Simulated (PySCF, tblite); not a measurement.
# C2H6BClN radical: geometry, infrared bands and EPR parameters

Aim: predict the infrared bands and EPR parameters of C2H6BClN radical (`[CH2]CB(N)Cl`).

Computed with tblite 0.8.0 and PySCF 2.14.0, with density-fitted response routines of our own, on a single molecule in the gas phase. Atoms are numbered from 0 throughout.

### 1 Starting geometry

11 atoms, charge 0, multiplicity 2; geometry from: force field or distance geometry start.

Bonds of the start (Å): C0–C1 1.45, C1–B2 1.61, B2–N3 1.52, B2–Cl4 1.85, C0–H5 1.09, C0–H6 1.07, C1–H7 1.12, C1–H8 1.11, N3–H9 1.06, N3–H10 1.04.

### 2 Relaxing the molecule with GFN2-xTB

Job settings and geometry (Å):

```
{"job": {"kind": "relax", "xc": "GFN2-xTB", "basis": "xTB"}, "charge": 0, "multiplicity": 2}
C     -1.819100    -0.163400     0.058700
C     -0.477800    -0.055900    -0.489500
B      0.656900     0.365500     0.568600
N      2.086800     0.190500     0.072000
Cl     0.403300     0.239500     2.399300
H     -2.410300     0.732000     0.233800
H     -2.222600    -1.112100     0.360600
H     -0.144600    -1.053600    -0.866800
H     -0.419600     0.695400    -1.301000
H      2.099700    -0.748800    -0.411100
H      2.252500     0.913400    -0.650700
```

Launch:

```bash
$ OMP_NUM_THREADS=1 python probes_run.py task.json out
```

This one command runs all jobs of the session in turn.

The program printed:

```text
step      E/eV     max force
  0    -434.40761    2.529
  1    -434.61772    1.661
  2    -434.78894    1.065
  3    -434.81483    0.764
  4    -434.84885    0.442
  5    -434.85838    0.386
  6    -434.88553    0.411
  7    -434.90180    0.512
  8    -434.92582    0.551
  9    -434.94269    0.358
 10    -434.95287    0.304
 11    -434.95931    0.250
 12    -434.96469    0.268
 13    -434.96873    0.197
 14    -434.97262    0.134
 15    -434.97667    0.155
 16    -434.98075    0.187
 17    -434.98490    0.219
 18    -434.99002    0.238
 19    -434.99804    0.299
 20    -435.01123    0.435
 21    -435.03274    0.646
 22    -435.07651    1.008
 23    -435.16088    1.118
 24    -435.17699    2.784
 25    -435.22818    1.914
 26    -435.40086    0.825
 27    -435.48278    1.405
 28    -435.59763    1.380
 29    -435.66585    0.592
 30    -435.69475    1.583
 31    -435.73767    0.692
 32    -435.75600    0.309
 33    -435.77803    0.595
 34    -435.79582    0.674
 35    -435.80947    0.361
 36    -435.81667    0.208
 37    -435.82534    0.233
 38    -435.83118    0.246
 39    -435.83446    0.185
 40    -435.83684    0.204
 41    -435.83926    0.117
 42    -435.84149    0.139
 43    -435.84308    0.089
 44    -435.84373    0.079
 45    -435.84406    0.062
 46    -435.84445    0.057
 47    -435.84479    0.049
 48    -435.84499    0.036
 49    -435.84510    0.027
 50    -435.84522    0.033
 51    -435.84541    0.036
 52    -435.84561    0.028
 53    -435.84577    0.028
 54    -435.84586    0.036
 55    -435.84595    0.043
 56    -435.84611    0.051
 57    -435.84640    0.058
 58    -435.84685    0.055
 59    -435.84732    0.044
 60    -435.84760    0.033
 61    -435.84771    0.025
 62    -435.84779    0.025
 63    -435.84791    0.029
 64    -435.84802    0.029
 65    -435.84809    0.025
 66    -435.84813    0.021
 67    -435.84819    0.020
 68    -435.84828    0.031
 69    -435.84844    0.045
 70    -435.84864    0.045
 71    -435.84879    0.034
 72    -435.84890    0.031
 73    -435.84900    0.026
 74    -435.84908    0.027
 75    -435.84915    0.022
 76    -435.84921    0.024
 77    -435.84927    0.020
 78    -435.84935    0.019
 79    -435.84940    0.022
 80    -435.84943    0.008
```

It took 0.33 s on 1 thread of Arm Neoverse V1, shared host.

The steps of the relaxation: (not every step is listed)

```csv
step,energy from step 0 (eV),largest force (eV/Å)
0,0.0000,2.5292
1,-0.2101,1.6606
2,-0.3813,1.0650
3,-0.4072,0.7644
4,-0.4412,0.4423
5,-0.4508,0.3859
6,-0.4779,0.4110
7,-0.4942,0.5115
8,-0.5182,0.5505
14,-0.5650,0.1342
20,-0.6036,0.4349
26,-0.9933,0.8250
32,-1.3484,0.3085
38,-1.4236,0.2462
44,-1.4361,0.0785
50,-1.4376,0.0330
56,-1.4385,0.0509
62,-1.4402,0.0246
68,-1.4407,0.0309
74,-1.4415,0.0266
75,-1.4415,0.0220
76,-1.4416,0.0235
77,-1.4417,0.0203
78,-1.4417,0.0189
79,-1.4418,0.0221
80,-1.4418,0.0084
```

Close pairs (by a distance rule), those that changed most:

```csv
bond,before (Å),after (Å),change (Å)
B2–N3,1.524,1.385,-0.138
B2–Cl4,1.852,1.731,-0.122
N3–H9,1.056,1.006,-0.051
N3–H10,1.036,1.007,-0.029
C1–H7,1.117,1.095,-0.023
C0–C1,1.453,1.472,+0.019
C0–H5,1.087,1.072,-0.015
C1–H8,1.107,1.095,-0.012
```

The next job starts from the end point, and lists it.

### 3 Vibrational analysis with GFN2-xTB

Job settings and geometry (Å):

```
{"job": {"kind": "ir", "xc": "GFN2-xTB", "basis": "xTB"}, "charge": 0, "multiplicity": 2}
C     -1.886092    -0.257426     0.104055
C     -0.574390    -0.162809    -0.557961
B      0.660848     0.264528     0.392171
N      1.968038     0.134305    -0.047622
Cl     0.407375     0.907303     1.979108
H     -2.477474     0.624659     0.253440
H     -2.134777    -1.132377     0.672582
H     -0.318976    -1.124800    -1.013228
H     -0.623520     0.574645    -1.365839
H      2.220551    -0.222619    -0.953210
H      2.763842     0.397262     0.510539
```

The program printed:

```text
mode    cm-1     km/mol
  1     -45.3      0.27
  2     152.8      0.58
  3     172.8      0.60
  4     299.9      1.10
  5     343.9      1.16
  6     401.2      4.91
  7     526.3      1.78
  8     536.8     32.61
  9     557.0     36.81
 10     597.1    178.10
 11     749.0     33.09
 12     774.4      0.24
 13     954.7     20.35
 14    1012.2    224.80
 15    1143.1     14.11
 16    1210.4      5.10
 17    1218.3      1.80
 18    1328.8    174.42
 19    1404.3      4.03
 20    1454.0      4.24
 21    1515.5    164.10
 22    2926.4     34.65
 23    2932.8     24.44
 24    3132.9     19.24
 25    3172.7     34.17
 26    3482.1     11.64
 27    3524.9      0.21
```

Wall time 0.2 s (1 thread of Arm Neoverse V1, shared host).

The strongest bands and the atoms that carry them (share of the mass-weighted mode):

| cm⁻¹ | km/mol | atoms |
| --- | --- | --- |
| 557 | 36.8 | Cl4 18 %, C1 16 %, H6 14 %, H5 14 % |
| 597 | 178.1 | H10 54 %, H9 24 %, N3 20 % |
| 749 | 33.1 | H8 23 %, H7 21 %, H5 14 %, C1 14 % |
| 1012 | 224.8 | B2 51 %, H9 14 %, C1 12 % |
| 1329 | 174.4 | B2 59 %, N3 19 % |
| 1516 | 164.1 | H9 39 %, H10 38 %, N3 19 % |
| 2926 | 34.6 | H8 72 %, H7 19 % |
| 3173 | 34.2 | H5 48 %, H6 41 %, C0 10 % |

### 4 EPR parameters: B3LYP/pcH-1

The job, as its differences from that of step 3:

```diff
@@ -1,2 +1,2 @@
-{"job": {"kind": "ir", "xc": "GFN2-xTB", "basis": "xTB"}, "charge": 0, "multiplicity": 2}
+{"job": {"kind": "epr", "basis": "pcH-1"}, "charge": 0, "multiplicity": 2}
 C     -1.886092    -0.257426     0.104055
```

Level: UKS B3LYP, pcH-1 on B C Cl H N, non-relativistic, mean-field spin-orbit, GIAO.

The program printed:

```text
UKS, coarse grid
  cycle   1  E = -619.63006252  |g| = 3.52e-01
  cycle   2  E = -619.61354502  |g| = 4.09e-01
  cycle   3  E = -619.68576384  |g| = 5.63e-02
  cycle   4  E = -619.68680092  |g| = 3.42e-02
  cycle   5  E = -619.68730710  |g| = 4.62e-03
  cycle   6  E = -619.68731887  |g| = 2.84e-03
  cycle   7  E = -619.68732282  |g| = 6.43e-04
UKS, final grid
  cycle   1  E = -619.68731664  |g| = 6.09e-04
  cycle   2  E = -619.68731654  |g| = 8.04e-04
  cycle   3  E = -619.68731683  |g| = 8.50e-05
  cycle   4  E = -619.68731683  |g| = 5.45e-05
  cycle   5  E = -619.68731683  |g| = 1.94e-05
E = -619.68731683 Eh   <S^2> = 0.7535 (exact 0.7500)
g shifts (ppm)      1          2          3
  rmc          -141       -141       -141
  gc              3         33         19
  oz_so        -194        507       1295
  total        -331        400       1173
hyperfine (MHz)  atom isotope    a_iso     a_fc   dipolar eigenvalues
    0   13C     107.34     107.45    -81.19    -80.51    161.70
    1   13C     -31.40     -31.42     -3.74     -0.27      4.01
    2   11B     101.72     101.73     -5.21     -4.71      9.92
    3   14N       1.14       1.14     -0.50     -0.16      0.66
    4  35Cl       0.95       0.95     -0.99     -0.80      1.80
    5    1H     -59.33     -59.34    -39.00     -0.47     39.48
    6    1H     -58.69     -58.70    -39.01     -0.47     39.48
    7    1H      44.37      44.37     -4.99     -4.57      9.56
    8    1H      41.78      41.77     -4.90     -4.66      9.56
    9    1H       1.59       1.59     -1.46     -1.19      2.65
   10    1H       5.85       5.85     -1.12     -0.77      1.90
```

Run time: 26 s. Hardware: 1 thread of Arm Neoverse V1, shared host; peak memory 0.72 GiB.

Principal g values 2.00199, 2.00272, 2.00349; g(iso) = 2.00273, against 2.00232 for a free electron.

Mean a(iso) over the nuclei that a row names, and the largest dipolar term of the row (other rows stand at the frozen geometry):

| nuclei | isotope | a(iso) (MHz) | a(iso) (G, at g = 2.0023) | largest dipolar term (MHz) |
| --- | --- | --- | --- | --- |
| C0 | 13C | 107.3 | 38.3 | 161.7 |
| B2 | 11B | 101.7 | 36.3 | 9.9 |
| H5, H6 | 1H | -59.0 | -21.1 | 39.5 |
| H7, H8 | 1H | 43.1 | 15.4 | 9.6 |
| C1 | 13C | -31.4 | -11.2 | 4.0 |
| H9, H10 | 1H | 3.7 | 1.3 | 2.7 |
| N3 | 14N | 1.1 | 0.4 | 0.7 |
| Cl4 | 35Cl | 1.0 | 0.3 | 1.8 |

Mulliken spin populations:

```csv
atom,value (e)
C0,1.07
C1,-0.08
B2,0.07
N3,0.00
Cl4,0.00
H5,-0.04
H6,-0.04
H7,0.02
H8,0.02
H9,0.00
H10,0.00
```

In first order the couplings over 0.8 MHz of 11B, 1H, 14N, 35Cl give 1296 distinct lines over 186.2 G, if the averaged nuclei exchange fast; the same motion can average rows kept apart here too.

The fields below are evaluated on a grid from the run's orbitals.

ELF in a plane through or near 7 of the atoms.

Values, 10 rows by 14 columns:
```
0.00 0.00 0.00 0.00 0.00 0.00 0.00 0.00 0.00 0.00 0.00 0.00 0.00 0.00
0.00 0.00 0.00 0.00 0.05 0.24 0.33 0.25 0.07 0.00 0.00 0.00 0.00 0.00
0.00 0.00 0.00 0.00 0.50 0.87 0.51 0.87 0.57 0.02 0.00 0.00 0.00 0.00
0.00 0.00 0.03 0.13 0.03 0.62 0.34 0.78 0.15 0.11 0.11 0.02 0.00 0.00
0.00 0.00 0.80 0.98 0.68 0.45 0.22 0.36 0.28 0.69 0.53 0.10 0.00 0.00
0.00 0.00 0.10 0.48 0.29 0.74 0.55 0.84 0.83 0.14 0.74 0.35 0.03 0.00
0.00 0.00 0.01 0.72 0.99 0.53 0.13 0.83 0.63 0.28 0.73 0.53 0.01 0.00
0.00 0.00 0.00 0.04 0.37 0.01 0.07 0.46 0.23 0.02 0.02 0.00 0.00 0.00
0.00 0.00 0.00 0.00 0.00 0.00 0.00 0.00 0.00 0.00 0.00 0.00 0.00 0.00
0.00 0.00 0.00 0.00 0.00 0.00 0.00 0.00 0.00 0.00 0.00 0.00 0.00 0.00
```
The map spans 10.8 Å across and 9.5 Å up, centred on the molecule. Atoms in the plane (x, y in Å): C0 (1.9, 0.1), C1 (0.6, -0.6), B2 (-0.7, 0.4), N3 (-2.0, 0.0), Cl4 (-0.5, 2.2), H9 (-2.2, -1.0), H10 (-2.8, 0.6).

log10 of the density (e/Å³) in the same plane.

Ten even steps from '0' (-4.0) to '9' (1.7):
```
0000000000011110000000000000
0000000001222222100000000000
0000000123344443211000000000
0000000234455554322000000000
0000001345677765432110000000
0000012345679876533221100000
0001233445677776444433210000
0001345555567665455554321000
0002456666667665566665431000
0002456788777766678765432000
0002355788766777777765432000
0001245677655678766654432000
0000234666545667655544321000
0000133454434556544433210000
0000012233223444433221100000
0000000111112233322100000000
0000000000000111110000000000
0000000000000000000000000000
0000000000000000000000000000
0000000000000000000000000000
```
The map spans 10.8 Å across and 9.5 Å up, centred on the molecule. Atoms in the plane (x, y in Å): C0 (1.9, 0.1), C1 (0.6, -0.6), B2 (-0.7, 0.4), N3 (-2.0, 0.0), Cl4 (-0.5, 2.2), H9 (-2.2, -1.0), H10 (-2.8, 0.6).

On the surface of density 0.002 e/bohr³ the electrostatic potential runs, from the 1st to the 99th percentile, from -0.83 V near Cl4 to 1.96 V near H9.

The spin density lies nearest to C0 65 %; H5, H6 about 10 % each.

### 5 Outcome

```
                                                                  quantity                  value
                                 strongest single infrared mode (GFN2-xTB)  1012 cm⁻¹, 225 km/mol
                                              zero-point energy (GFN2-xTB)          50.8 kcal/mol
                                                            g(iso) (B3LYP)                2.00273
                                                                      ⟨S²⟩     0.754 (exact 0.75)
                                        largest a(iso) (averaged by class)   13C on C0, 107.3 MHz
potential on the surface of density 0.002 e/bohr³, 1st and 99th percentile     -0.83 V and 1.96 V
```

**Reading.** The optimisation took 80 steps and gained 1.442 eV; among the close pairs (by a distance rule), B2–N3 changed most, from 1.524 to 1.385 Å. The lowest mode is imaginary (45i cm⁻¹), so the xTB geometry is not a minimum: the zero-point energy counts the real modes alone, and all values at this geometry belong to a saddle point. The strongest single mode, at 1012 cm⁻¹, moves mainly B2. Unscaled tight-binding wavenumbers are off by several per cent, some by more. Its intensities can rank the bands wrongly. Most of the unpaired spin sits on C0 (1.07 e). The isotropic g lies 0.4 ppt above the free-electron value. The conformer search (at its own cheap level) found a structure 6.6 kcal/mol lower, so these spectra needn't be the molecule's.
